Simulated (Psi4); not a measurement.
# GeNH3 (SMILES [N][GeH3]): levels of theory compared

Wanted: a comparison of 4 runs (UHF/STO-3G, UHF/pcseg-3, UB3LYP/aug-cc-pVDZ) of GeNH3. 

Program for the calculation: Psi4 1.11.

1 further run of the same task is left out (set aside as unsound or not needed).

### 1 The molecule

The species is GeNH3 (5 atoms), meant as a triplet with charge 0. SMILES: `[N][GeH3]`. The shape comes from GFN2-xTB, which is rough for such elements, and wasn't checked as a minimum.

Bond lengths: N1–Ge2 1.735 Å, Ge2–H3 1.504 Å, Ge2–H4 1.504 Å, Ge2–H5 1.504 Å. Angles: N1–Ge2–H3 111.9°, N1–Ge2–H4 111.9°, N1–Ge2–H5 111.9°, H3–Ge2–H4 106.9°, H3–Ge2–H5 106.9°, H4–Ge2–H5 106.9°.

### 2 The energy at UHF/STO-3G (run 1)

The input, geh3n.json:

```json
{
 "schema_name": "qcschema_input",
 "schema_version": 1,
 "molecule": {
  "schema_name": "qcschema_molecule",
  "schema_version": 2,
  "symbols": ["N", "Ge", "H", "H", "H"],
  "geometry": [-1.81016865, 0.03949528, 2.70930034, 0.01086593, -0.00024566, -0.0165351, -1.37203565, 1.12005957, -2.23148309, 0.75598494, -2.64093005, -0.75475661, 2.41537234, 1.48162087, 0.29345557],
  "molecular_charge": 0,
  "molecular_multiplicity": 3,
  "fix_symmetry": "c1"
 },
 "driver": "energy",
 "model": {
  "method": "scf",
  "basis": "STO-3G"
 },
 "keywords": {
  "reference": "uhf",
  "puream": true,
  "e_convergence": 1e-09,
  "d_convergence": 1e-08,
  "scf_type": "pk",
  "maxiter": 200,
  "scf_properties": ["LOWDIN_CHARGES", "MULLIKEN_CHARGES", "MAYER_INDICES"]
 }
}
```

The run is started by

```console
psi4 --qcschema geh3n.json -n 1 --memory 1600MB
```

stdout:

```text
[...]
  Running in c1 symmetry.
[...]
  Nuclear repulsion =  106.905912625311345
[...]
  Multiplicity = 3
[...]
  Nalpha       = 22
  Nbeta        = 20
[...]
    Number of basis functions: 26
[...]
   @UHF iter   1: -2106.89132314325434   -3.46679e+00   2.39681e-02 ADIIS/DIIS
[...]
   @UHF iter  12: -2107.20626078673104   -2.27374e-12   2.28511e-09 DIIS
[...]
   @S^2 Observed:                2.014984339E+00
[...]
    Orbital Energies [Eh]
    ---------------------
    Alpha Occupied:
       1A   -400.607224     2A    -50.451550     3A    -45.515285
       4A    -45.515284     5A    -45.515280     6A    -15.284482
       7A     -6.524069     8A     -4.566635     9A     -4.564093
      10A     -4.564093    11A     -1.103554    12A     -0.712378
      13A     -0.712377    14A     -0.704757    15A     -0.704084
      16A     -0.704083    17A     -0.651109    18A     -0.498701
      19A     -0.498680    20A     -0.399617    21A     -0.389203
      22A     -0.389177
    Alpha Virtual:
      23A      0.478609    24A      0.524795    25A      0.524921
[...]
  @UHF Final Energy: -2107.20626078673104
   => Energetics <=
    Nuclear Repulsion Energy =            106.9059126253113448
    One-Electron Energy =               -3168.4338384947559462
    Two-Electron Energy =                 954.3216650827133662
    Total Energy =                      -2107.2062607867310362
  UHF NO Occupations:
  HONO-2 :   20  A 1.9943903
  HONO-1 :   21  A 1.0000000
[...]
 Multipole Moments:
 ------------------------------------------------------------------------------------
     Multipole            Electronic (a.u.)      Nuclear  (a.u.)        Total (a.u.)
 ------------------------------------------------------------------------------------
 L = 1.  Multiply by 2.5417464519 to convert [e a0] to [Debye]
 Dipole X            :          0.3114408           -0.0267491            0.2846917
 Dipole Y            :         -0.0068176            0.0006068           -0.0062109
 Dipole Z            :         -0.4672119            0.0407672           -0.4264447
 Magnitude           :                                                    0.5127798
[...]
  Mulliken Charges: (a.u.)
   Center  Symbol    Alpha    Beta     Spin     Total
       1     N     4.67322  2.60645  2.06676 -0.27967
       2    GE    15.56489 15.80191 -0.23702  0.63320
       3     H     0.58729  0.53054  0.05674 -0.11783
       4     H     0.58730  0.53055  0.05675 -0.11785
       5     H     0.58731  0.53054  0.05676 -0.11785
   Total alpha = 22.00000, Total beta = 20.00000, Total charge = -0.00000
  Lowdin Charges: (a.u.)
   Center  Symbol    Alpha    Beta     Spin     Total
       1     N     4.62157  2.58839  2.03318 -0.20996
[...]
```

The result, in JSON:

```text
{
 "driver": "energy",
 "model": {
  "method": "scf",
  "basis": "STO-3G"
 },
 "success": true,
 "return_result": -2107.206260786731,
 "properties": {
  "calcinfo_nbasis": 26,
  "calcinfo_nmo": 26,
  "calcinfo_nalpha": 22,
  "calcinfo_nbeta": 20,
  "calcinfo_natom": 5,
  "nuclear_repulsion_energy": 106.90591262531134,
  "return_energy": -2107.206260786731,
  "scf_one_electron_energy": -3168.433838494756,
  "scf_two_electron_energy": 954.3216650827134,
  "scf_dipole_moment": [0.2846917330523846, -0.006210855015542194, -0.4264447391951581],
  "scf_total_energy": -2107.206260786731,
  "scf_iterations": 12
 }
}
```

Wall time 2.7 s (1 thread of Intel Xeon Platinum 8488C (Sapphire Rapids), shared host); peak memory 0.19 GiB.

### 3 The energy at UHF/pcseg-3 (DKH2, density fitting) (run 2)

The input, geh3n.json:

```json
{
  "schema_name": "qcschema_input",
  "schema_version": 1,
  "molecule": {
    "schema_name": "qcschema_molecule",
    "schema_version": 2,
    "symbols": ["N", "Ge", "H", "H", "H"],
    "geometry": [-1.81016865, 0.03949528, 2.70930034, 0.01086593, -0.00024566, -0.0165351, -1.37203565, 1.12005957, -2.23148309, 0.75598494, -2.64093005, -0.75475661, 2.41537234, 1.48162087, 0.29345557],
    "molecular_charge": 0,
    "molecular_multiplicity": 3,
    "fix_symmetry": "c1"
  },
  "driver": "energy",
  "model": {
    "method": "hf",
    "basis": "pcseg-3"
  },
  "keywords": {
    "reference": "uhf",
    "relativistic": "dkh",
    "dkh_order": 2
  }
}
```

The run is started by

```console
psi4 --qcschema geh3n.json -n 1 --memory 1600MB
```

stdout:

```text
[...]
  Running in c1 symmetry.
[...]
  Nuclear repulsion =  106.905912625311345
[...]
  Multiplicity = 3
[...]
  Nalpha       = 22
  Nbeta        = 20
[...]
    Number of basis functions: 227
[...]
   @DF-UHF iter   1: -2146.56220849333204   -3.01739e+00   1.16797e-02 DIIS/ADIIS
[...]
   @DF-UHF iter  10: -2147.96068498795194   -1.56129e-07   4.01215e-07 DIIS
[...]
   @S^2 Observed:                2.018264991E+00
[...]
    Orbital Energies [Eh]
    ---------------------
    Alpha Occupied:
       1A   -409.336686     2A    -53.199762     3A    -46.606572
       4A    -46.606571     5A    -46.606047     6A    -15.633666
       7A     -7.362048     8A     -5.212641     9A     -5.212247
      10A     -5.212247    11A     -1.607616    12A     -1.603034
      13A     -1.603033    14A     -1.597198    15A     -1.597196
      16A     -1.165050    17A     -0.734343    18A     -0.579391
      19A     -0.579381    20A     -0.509011    21A     -0.466183
      22A     -0.466150
    Alpha Virtual:
      23A      0.075464    24A      0.088288    25A      0.109347
[...]
  @DF-UHF Final Energy: -2147.96068498795194
   => Energetics <=
    Nuclear Repulsion Energy =            106.9059126253113448
    One-Electron Energy =               -3204.2809303939993697
    Two-Electron Energy =                 949.4143327807360038
    Total Energy =                      -2147.9606849879519359
  UHF NO Occupations:
  HONO-2 :   20  A 1.9950574
  HONO-1 :   21  A 1.0000000
[...]
 Multipole Moments:
 ------------------------------------------------------------------------------------
     Multipole            Electronic (a.u.)      Nuclear  (a.u.)        Total (a.u.)
 ------------------------------------------------------------------------------------
 L = 1.  Multiply by 2.5417464519 to convert [e a0] to [Debye]
 Dipole X            :          0.3234517           -0.0267491            0.2967027
 Dipole Y            :         -0.0070851            0.0006068           -0.0064783
 Dipole Z            :         -0.4851922            0.0407672           -0.4444251
 Magnitude           :                                                    0.5344044
[...]
```

The result, in JSON:

```text
{
 "driver": "energy",
 "model": {
  "method": "hf",
  "basis": "pcseg-3"
 },
 "success": true,
 "return_result": -2147.960684987952,
 "properties": {
  "calcinfo_nbasis": 227,
  "calcinfo_nmo": 227,
  "calcinfo_nalpha": 22,
  "calcinfo_nbeta": 20,
  "calcinfo_natom": 5,
  "nuclear_repulsion_energy": 106.90591262531134,
  "return_energy": -2147.960684987952,
  "scf_one_electron_energy": -3204.2809303939994,
  "scf_two_electron_energy": 949.414332780736,
  "scf_dipole_moment": [0.2967026938161852, -0.006478312773916729, -0.4444250564122555],
  "scf_total_energy": -2147.960684987952,
  "scf_iterations": 10
 }
}
```

Wall time 8.4 s (1 thread of Intel Xeon Platinum 8488C (Sapphire Rapids), shared host); peak memory 0.45 GiB.

Run 3 isn't shown in full; the table further down has it.

### 4 The energy at UB3LYP/aug-cc-pVDZ (run 4)

The input, input.inp:

```
memory 1600 MB

molecule mol {
  0 3
  N     -0.957900     0.020900     1.433700
  Ge     0.005750    -0.000130    -0.008750
  H     -0.726050     0.592710    -1.180850
  H      0.400050    -1.397520    -0.399400
  H      1.278160     0.784040     0.155290
  symmetry c1
}

set {
  reference            uks
  puream               true
  e_convergence        1e-09
  d_convergence        1e-08
  scf_type             pk
  dft_radial_points    99
  dft_spherical_points 590
  maxiter              200
}

e, wfn = energy('b3lyp/aug-cc-pVDZ', return_wfn=True)
oeprop(wfn, 'WIBERG_LOWDIN_INDICES', 'MAYER_INDICES', 'DIPOLE')
```

The run is started by

```console
psi4 -n 1 input.inp input.out
```

input.out:

```text
[...]
  Running in c1 symmetry.
[...]
  Nuclear repulsion =  106.905912377273538
[...]
  Multiplicity = 3
[...]
  Nalpha       = 22
  Nbeta        = 20
[...]
    Number of basis functions: 86
[...]
   @UKS iter   1: -2132.64620485671048   -2.75190e+00   1.51164e-02 ADIIS/DIIS
[...]
   @UKS iter  11: -2133.43792713549828   -1.63709e-11   6.54578e-09 DIIS
[...]
   @S^2 Observed:                2.008539381E+00
[...]
    Orbital Energies [Eh]
    ---------------------
    Alpha Occupied:
       1A   -398.793405     2A    -49.838087     3A    -44.359534
       4A    -44.359533     5A    -44.359160     6A    -14.398010
       7A     -6.255995     8A     -4.427478     9A     -4.426268
      10A     -4.426268    11A     -1.251634    12A     -1.247016
      13A     -1.247015    14A     -1.243131    15A     -1.243130
      16A     -0.837841    17A     -0.554420    18A     -0.396528
      19A     -0.396506    20A     -0.347318    21A     -0.316174
      22A     -0.316161
    Alpha Virtual:
      23A     -0.010679    24A     -0.006434    25A      0.020762
[...]
  @UKS Final Energy: -2133.43792713549828
   => Energetics <=
    Nuclear Repulsion Energy =            106.9059123772735376
    One-Electron Energy =               -3182.1897367685592144
    Two-Electron Energy =                1011.8875011004932958
    DFT Exchange-Correlation Energy =     -70.0416038447060458
    Empirical Dispersion Energy =           0.0000000000000000
    VV10 Nonlocal Energy =                  0.0000000000000000
    Total Energy =                      -2133.4379271354982848
[...]
 Multipole Moments:
 ------------------------------------------------------------------------------------
     Multipole            Electronic (a.u.)      Nuclear  (a.u.)        Total (a.u.)
 ------------------------------------------------------------------------------------
 L = 1.  Multiply by 2.5417464519 to convert [e a0] to [Debye]
 Dipole X            :          0.3775941           -0.0267490            0.3508451
 Dipole Y            :         -0.0082660            0.0006068           -0.0076592
 Dipole Z            :         -0.5661470            0.0407672           -0.5253798
 Magnitude           :                                                    0.6318029
[...]
```

Wall time 22 s (1 thread of Intel Xeon Platinum 8488C (Sapphire Rapids), shared host); peak memory 1.2 GiB.

### 5 Overview of the runs

| run | level | integrals | integral approximation | energy (Eh) | dipole moment (D) | HOMO energy (eV) | LUMO energy (eV) | wall time |
| --- | --- | --- | --- | --- | --- | --- | --- | --- |
| 1 | UHF/STO-3G | pk | none | -2107.206261 | 1.30 | -8.55 | 8.27 | 2.7 s |
| 2 | UHF/pcseg-3 (DKH2, density fitting) | df | program's default | -2147.960685 | 1.36 | -12.07 | 1.66 | 8.4 s |
| 3 | UHF/pcseg-3 (density fitting) | df | program's default | -2131.520507 | 1.35 | -12.09 | 1.64 | 6 s |
| 4 | UB3LYP/aug-cc-pVDZ | pk | none | -2133.437927 | 1.61 | -8.46 | -3.65 | 22 s |

### 6 Results

```
                                 quantity           value
                      run 4: total energy  -2133.43793 Eh
                     run 4: dipole moment          1.61 D
run 4: HOMO energy (highest over α and β)        -8.46 eV
 run 4: LUMO energy (lowest over α and β)        -3.65 eV
                              run 4: ⟨S²⟩           2.009
```

What this shows: The dipole moment (its size) runs from 1.30 D (UHF/STO-3G) to 1.61 D (UB3LYP/aug-cc-pVDZ). The two ends differ in method and basis. Some runs of one species differ in core potentials or relativity; totals across that change don't compare. In run 1 the basis is minimal, so the values are rough. All runs together took 39 s, the longest 22 s.
